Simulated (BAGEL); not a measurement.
# C3H9B (trimethylborane): RI-MP2/def2-SVP (density fitting with cc-pvqz-jkfit)

Aim: the energy change on altering one bond length of C3H9B (trimethylborane) at RI-MP2/def2-SVP (density fitting with cc-pvqz-jkfit), from 2 runs. 

The results are computed with BAGEL 1.2.2.

3 further runs of the same task are left out: 3 set aside as unsound or not needed.

### Step 1. The system as given

C3H9B has 13 atoms, charge 0, and is taken as a singlet. As SMILES, `CB(C)C`. Geometry: relaxed at PBE0-D4/def2-TZVP.

Bond lengths: C1–B2 1.569 Å, B2–C3 1.568 Å, B2–C4 1.568 Å, C1–H5 1.092 Å, C1–H6 1.095 Å, C1–H7 1.099 Å, C3–H8 1.094 Å, C3–H9 1.092 Å, C3–H10 1.101 Å, C4–H11 1.094 Å, C4–H12 1.100 Å, C4–H13 1.092 Å. Some angles: C1–B2–C3 119.6°, C1–B2–C4 120.3°, C3–B2–C4 120.1°, B2–C1–H5 115.4°, B2–C1–H6 111.8°, B2–C1–H7 107.7°, B2–C3–H8 113.1°, B2–C3–H9 115.1°, B2–C3–H10 106.4°, B2–C4–H11 112.6°.

### Step 2. The energy at RI-MP2/def2-SVP (density fitting with cc-pvqz-jkfit)

Input file mp2.json:

```json
{ "bagel": [

{
  "title": "molecule",
  "basis": "svp",
  "df_basis": "cc-pvqz-jkfit",
  "angstrom": "true",
  "geometry": [
    { "atom": "C", "xyz": [   -0.854410,    1.203250,   -0.526250 ] },
    { "atom": "B", "xyz": [    0.009670,   -0.001820,   -0.012960 ] },
    { "atom": "C", "xyz": [    1.025940,    0.218020,    1.160910 ] },
    { "atom": "C", "xyz": [   -0.157970,   -1.424520,   -0.651290 ] },
    { "atom": "H", "xyz": [   -1.389200,    1.030580,   -1.462480 ] },
    { "atom": "H", "xyz": [   -0.260570,    2.119020,   -0.618160 ] },
    { "atom": "H", "xyz": [   -1.603200,    1.429680,    0.246020 ] },
    { "atom": "H", "xyz": [    1.086650,   -0.636310,    1.841660 ] },
    { "atom": "H", "xyz": [    0.876090,    1.133000,    1.738570 ] },
    { "atom": "H", "xyz": [    2.022550,    0.291940,    0.699870 ] },
    { "atom": "H", "xyz": [   -0.238440,   -1.389520,   -1.742070 ] },
    { "atom": "H", "xyz": [   -1.123710,   -1.821720,   -0.305050 ] },
    { "atom": "H", "xyz": [    0.606590,   -2.151600,   -0.368790 ] }
  ]
},
{
  "title": "hf",
  "charge": 0
},
{
  "title": "mp2",
  "charge": 0,
  "ncore": 4
}

]}
```

Launch:

```console
BAGEL_NUM_THREADS=1 BAGEL mp2.json > mp2.out
```

Log:

```text
* using 1 threads per process

  ===============================================================
  ===============================================================

  *** Geometry ***

  { "atom" : "C", "xyz" : [     -1.614601,      2.273813,     -0.994468 ] },
  { "atom" : "B", "xyz" : [      0.018274,     -0.003439,     -0.024491 ] },
  { "atom" : "C", "xyz" : [      1.938746,      0.411998,      2.193802 ] },
  { "atom" : "C", "xyz" : [     -0.298520,     -2.691953,     -1.230760 ] },
  { "atom" : "H", "xyz" : [     -2.625208,      1.947514,     -2.763687 ] },
  { "atom" : "H", "xyz" : [     -0.492406,      4.004367,     -1.168153 ] },
  { "atom" : "H", "xyz" : [     -3.029609,      2.701704,      0.464910 ] },
  { "atom" : "H", "xyz" : [      2.053471,     -1.202452,      3.480233 ] },
  { "atom" : "H", "xyz" : [      1.655570,      2.141060,      3.285421 ] },
  { "atom" : "H", "xyz" : [      3.822066,      0.551687,      1.322563 ] },
  { "atom" : "H", "xyz" : [     -0.450586,     -2.625812,     -3.292035 ] },
  { "atom" : "H", "xyz" : [     -2.123504,     -3.442552,     -0.576461 ] },
  { "atom" : "H", "xyz" : [      1.146289,     -4.065935,     -0.696912 ] },

  Number of auxiliary basis functions:      883

  Since a DF basis is specified, we compute 2- and 3-index integrals:
    o Being stored without compression. Storage requirement is 0.072 GB

  Number of basis functions:      101
  Number of electrons      :       32

    * METHOD: MOLECULE                             0.80

  *** RHF ***

  === Nuclear Repulsion ===
   112.8074522869

      * DIIS with orbital gradients will be used.

  === RHF iteration (svp) ===
      0       -143.22690442          0.01682281           0.12
      1       -143.41376363          0.00698642           0.12
      2       -143.44287150          0.00138084           0.12
      3       -143.44464345          0.00013484           0.12
      4       -143.44466359          0.00004609           0.12
      5       -143.44466564          0.00000837           0.12
      6       -143.44466572          0.00000202           0.12
      7       -143.44466573          0.00000063           0.12
      8       -143.44466573          0.00000018           0.12
      9       -143.44466573          0.00000006           0.12
     10       -143.44466573          0.00000001           0.12
     11       -143.44466573          0.00000000           0.12
    * SCF iteration converged.

    * Permanent dipole moment:
           (    0.009025,    -0.002890,    -0.011505) a.u.

    * METHOD: HF                                   1.74

  *** RHF ***

  === Nuclear Repulsion ===
   112.8074522869

      * DIIS with orbital gradients will be used.

  === RHF iteration (svp) ===
      0       -143.44466573          0.00000000           0.12
    * SCF iteration converged.

    * Permanent dipole moment:
           (    0.009025,    -0.002890,    -0.011505) a.u.

  === DF-MP2 calculation ===

    * freezing 4 orbitals
    * 3-index integral transformation done
    * assembly done

      MP2 correlation energy:   -0.5221105695      0.11

      MP2 total energy:       -143.9667763003

    * METHOD: MP2                                  0.38

  ===============================================================
```

Wall time 3.3 s (1 thread of Arm Neoverse V2, shared host); peak memory 0.21 GiB.

### Step 3. The distorted shape, same level

Input file calc.json:

```json
{ "bagel" : [

{
  "title" : "molecule",
  "basis" : "svp",
  "df_basis" : "cc-pvqz-jkfit",
  "angstrom" : true,
  "geometry" : [
    { "atom" : "C", "xyz" : [      -0.757844,       1.161249,       0.782717 ] },
    { "atom" : "B", "xyz" : [       0.106236,      -0.043821,       1.296007 ] },
    { "atom" : "C", "xyz" : [       1.122506,       0.176019,       2.469877 ] },
    { "atom" : "C", "xyz" : [      -0.061404,      -1.466521,       0.657677 ] },
    { "atom" : "H", "xyz" : [      -1.292634,       0.988579,      -0.153513 ] },
    { "atom" : "H", "xyz" : [      -0.164004,       2.077019,       0.690807 ] },
    { "atom" : "H", "xyz" : [      -1.506634,       1.387679,       1.554987 ] },
    { "atom" : "H", "xyz" : [       1.183216,      -0.678311,       3.150627 ] },
    { "atom" : "H", "xyz" : [       0.972656,       1.090999,       3.047537 ] },
    { "atom" : "H", "xyz" : [       2.119116,       0.249939,       2.008837 ] },
    { "atom" : "H", "xyz" : [      -0.238440,      -1.389520,      -1.742070 ] },
    { "atom" : "H", "xyz" : [      -1.027144,      -1.863721,       1.003917 ] },
    { "atom" : "H", "xyz" : [       0.703156,      -2.193601,       0.940177 ] }
  ]
},

{ "title" : "hf" },

{ "title" : "mp2", "ncore" : 4 }

]}
```

Launch:

```console
BAGEL_NUM_THREADS=1 BAGEL calc.json > calc.out
```

Log:

```text
* using 1 threads per process

  ===============================================================
  ===============================================================

  *** Geometry ***

  { "atom" : "C", "xyz" : [     -1.432118,      2.194443,      1.479121 ] },
  { "atom" : "B", "xyz" : [      0.200757,     -0.082810,      2.449098 ] },
  { "atom" : "C", "xyz" : [      2.121229,      0.332628,      4.667391 ] },
  { "atom" : "C", "xyz" : [     -0.116037,     -2.771323,      1.242829 ] },
  { "atom" : "H", "xyz" : [     -2.442724,      1.868144,     -0.290098 ] },
  { "atom" : "H", "xyz" : [     -0.309923,      3.924997,      1.305436 ] },
  { "atom" : "H", "xyz" : [     -2.847126,      2.622333,      2.938500 ] },
  { "atom" : "H", "xyz" : [      2.235954,     -1.281822,      5.953822 ] },
  { "atom" : "H", "xyz" : [      1.838053,      2.061689,      5.759010 ] },
  { "atom" : "H", "xyz" : [      4.004549,      0.472316,      3.796152 ] },
  { "atom" : "H", "xyz" : [     -0.450586,     -2.625812,     -3.292035 ] },
  { "atom" : "H", "xyz" : [     -1.941021,     -3.521922,      1.897128 ] },
  { "atom" : "H", "xyz" : [      1.328772,     -4.145305,      1.776677 ] },

  Number of auxiliary basis functions:      883

  Since a DF basis is specified, we compute 2- and 3-index integrals:
    o Being stored without compression. Storage requirement is 0.072 GB

  Number of basis functions:      101
  Number of electrons      :       32

    * METHOD: MOLECULE                             0.81

  *** RHF ***

  === Nuclear Repulsion ===
   110.0132896538

      * DIIS with orbital gradients will be used.

  === RHF iteration (svp) ===
      0       -142.90830848          0.01895769           0.12
      1       -143.11663621          0.01346080           0.12
      2       -143.23776138          0.00206738           0.12
      3       -143.24261957          0.00094317           0.13
      4       -143.24336383          0.00014006           0.12
      5       -143.24340959          0.00006241           0.12
      6       -143.24341409          0.00001432           0.12
      7       -143.24341441          0.00000483           0.14
      8       -143.24341444          0.00000231           0.13
      9       -143.24341445          0.00000079           0.12
     10       -143.24341445          0.00000037           0.12
     11       -143.24341445          0.00000018           0.12
     12       -143.24341445          0.00000007           0.12
     13       -143.24341445          0.00000002           0.12
     14       -143.24341445          0.00000001           0.12
    * SCF iteration converged.

    * Permanent dipole moment:
           (   -0.090607,    -0.047161,    -1.032616) a.u.

    * METHOD: HF                                   2.13

  *** RHF ***

  === Nuclear Repulsion ===
   110.0132896538

      * DIIS with orbital gradients will be used.

  === RHF iteration (svp) ===
      0       -143.24341445          0.00000000           0.12
    * SCF iteration converged.

    * Permanent dipole moment:
           (   -0.090607,    -0.047161,    -1.032615) a.u.

  === DF-MP2 calculation ===

    * freezing 4 orbitals
    * 3-index integral transformation done
    * assembly done

      MP2 correlation energy:   -0.5400880051      0.11

      MP2 total energy:       -143.7835024542

    * METHOD: MP2                                  0.37

  ===============================================================
```

Wall time 3.6 s (1 thread of Arm Neoverse V2, shared host); peak memory 0.21 GiB.

### Step 4. Outcome

Level: RI-MP2/def2-SVP (density fitting with cc-pvqz-jkfit), 4 core orbitals frozen.

```
                                                          quantity          value
                                         first shape: total energy  -143.96678 Eh
          first shape: correlation energy (4 core orbitals frozen)     -522.1 mEh
                                     distorted shape: total energy  -143.78350 Eh
      distorted shape: correlation energy (4 core orbitals frozen)     -540.1 mEh
energy change with the C4–H11 bond stretched from 1.094 to 2.408 Å       4.987 eV
```

What this shows: One bond (distorted shape) is far stretched, which a spin-restricted single reference describes badly; perturbation theory on it can break down and give far too much correlation. With the C4–H11 bond stretched from 1.094 to 2.408 Å the energy rises by 4.99 eV (481 kJ/mol). The first shape isn't relaxed at this level, so the change isn't measured from a minimum. A restricted reference can't describe the breaking bond well at this length.
